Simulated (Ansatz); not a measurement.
Here is an Ansatz 0.2.0 calculation.

File input.yaml:

```yaml
crystal:
  lattice:
    - [3.0656443612, 0.0, 0.0]
    - [-1.5328221806, 2.6549258957, 0.0]
    - [0.0, 0.0, 5.072194]
  atoms:
    - { symbol: Nb, position: [0.3333333333, 0.6666666667, 0.5] }
    - { symbol: Sc, position: [0.0, 0.0, 0.0] }
kpoints:
  mp_grid: { grid: [7, 7, 4] }
scf:
  occupations: { method: methfessel_paxton, width: 0.1 }
hamiltonian:
  xc: blyp
  pseudopotentials: { kind: all_electron, lapw: { basis_error: 0.001 } }
output:
  forces: true
  stress: true
elastic:
  mode: relaxed_ion
  stencil: two_point
```

Potentials or basis: all-electron LAPW, scalar-relativistic.

The run is started by

```console
$ ansatz run input.yaml --threads 1 --pin off --max-ram 3072MiB --backend cpu --events-out ev --progress --plain --runs-dir out
```

(1) Estimate the Voigt bulk modulus.

(2) Estimate the pressure.

Results:

(1) 103 GPa.

(2) 2.6 GPa.

Caveat: a metal's response needs a denser mesh; the elastic tensor has a negative eigenvalue, so either the cell is unstable as it stands or the mesh is too thin.
